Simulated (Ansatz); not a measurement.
**CH7BFNSi: up Jacob's ladder to CCSD(T)**

One table from this session's results is given with a row withheld; the runs are named, their logs left out.

Method: functionals in def2-TZVPP, the program's frozen cores in correlated methods; program: Ansatz 0.2.0, Gaussian basis.

Plan: PBE-D4, r2SCAN-D4, PBE0-D4, B3LYP-D4, ωB97X-V, ωB97M-V, B2PLYP; CCSD(T)/def2-TZVPP; MP2/def2-QZVPP; extrapolation to the limit.

## The relaxed structure

The geometry comes from an earlier relaxation with PBE0-D4 in a triple-zeta def2 set; it is a stationary point, not always the lowest conformer.

SMILES `NC[SiH2]BF`, 12 atoms, charge 0, spin multiplicity 1.

Atoms are counted from 1 here; the program's logs count them from 0.

Bond lengths: N1–C2 1.458 Å, N1–H6 1.012 Å, N1–H7 1.013 Å, C2–Si3 1.886 Å, C2–H8 1.096 Å, C2–H9 1.102 Å, Si3–B4 2.036 Å, Si3–H10 1.496 Å, Si3–H11 1.491 Å, B4–F5 1.325 Å, B4–H12 1.204 Å. Angles: C2–N1–H6 111.0°, C2–N1–H7 111.2°, H6–N1–H7 107.1°, N1–C2–Si3 111.1°, N1–C2–H8 108.8°, N1–C2–H9 114.9°, Si3–C2–H8 106.9°, Si3–C2–H9 108.7°, H8–C2–H9 106.0°, C2–Si3–B4 113.4°, C2–Si3–H10 109.1°, C2–Si3–H11 111.0°, B4–Si3–H10 107.5°, B4–Si3–H11 108.8°, H10–Si3–H11 106.7°, Si3–B4–F5 120.5°, Si3–B4–H12 123.8°, F5–B4–H12 115.7°.

The first run:

Input file in.yaml:

```yaml
crystal:
  periodic: [false, false, false]
  atoms:
    - {symbol: N, position_ang: [0.082603, 1.609717, 1.452024]}
    - {symbol: C, position_ang: [-0.472916, 0.850681, 0.338498]}
    - {symbol: Si, position_ang: [0.487589, -0.748875, 0.061293]}
    - {symbol: B, position_ang: [-0.151065, -1.806045, -1.556722]}
    - {symbol: F, position_ang: [-1.131042, -1.343676, -2.319113]}
    - {symbol: H, position_ang: [1.048875, 1.854381, 1.277416]}
    - {symbol: H, position_ang: [-0.422645, 2.475745, 1.593274]}
    - {symbol: H, position_ang: [-1.502329, 0.566416, 0.583555]}
    - {symbol: H, position_ang: [-0.529147, 1.399902, -0.615505]}
    - {symbol: H, position_ang: [1.931439, -0.422273, -0.155311]}
    - {symbol: H, position_ang: [0.421558, -1.625828, 1.264842]}
    - {symbol: H, position_ang: [0.314178, -2.865447, -1.890149]}
basis:
  gaussian: {orbitals: def2-TZVPP}
hamiltonian: {xc: pbe, dispersion: d4}
output: {forces: true, orbitals: {seedname: orbitals}}
```

On the command line:

```sh
$ ansatz run in.yaml --threads 4 --pin off --events-out ev --progress --plain --max-ram 10444MiB
```

Among the steps run: PBE-D4 (GGA); r2SCAN-D4 (meta-GGA); PBE0-D4 (hybrid); B3LYP-D4 (hybrid); ωB97X-V (range-separated); ωB97M-V (range-separated); B2PLYP (double hybrid); CCSD(T) in def2-TZVPP; MP2 in def2-QZVPP.

One of the session's tables, all rows but one given; the rest of the session is left out.

```
            method  atomisation energy (kJ/mol)
            PBE-D4                       4306.3
         r2SCAN-D4                       4241.1
           PBE0-D4                       4238.5
          B3LYP-D4                       4252.4
           ωB97X-V                       4262.5
           ωB97M-V                       4255.9
            B2PLYP                            ?
     HF/def2-TZVPP                       3119.6
    MP2/def2-TZVPP                       4171.3
   CCSD/def2-TZVPP                       4069.5
CCSD(T)/def2-TZVPP                       4122.9
           MP2/CBS                       4281.6
       CCSD(T)/CBS                       4233.2
```

Estimate the missing values for B2PLYP.

**Answer.** atomisation energy (kJ/mol): 4199.7. In the column «atomisation energy (kJ/mol)» it lies between MP2/def2-TZVPP (4171.3) and CCSD(T)/CBS (4233.2).

Limits of these values: Free atoms (1 N, 1 C, 1 Si, 1 B, 1 F, 7 H) were run apart at each level; the atomisation energy is their sum less the molecule, without zero-point or spin-orbit terms.
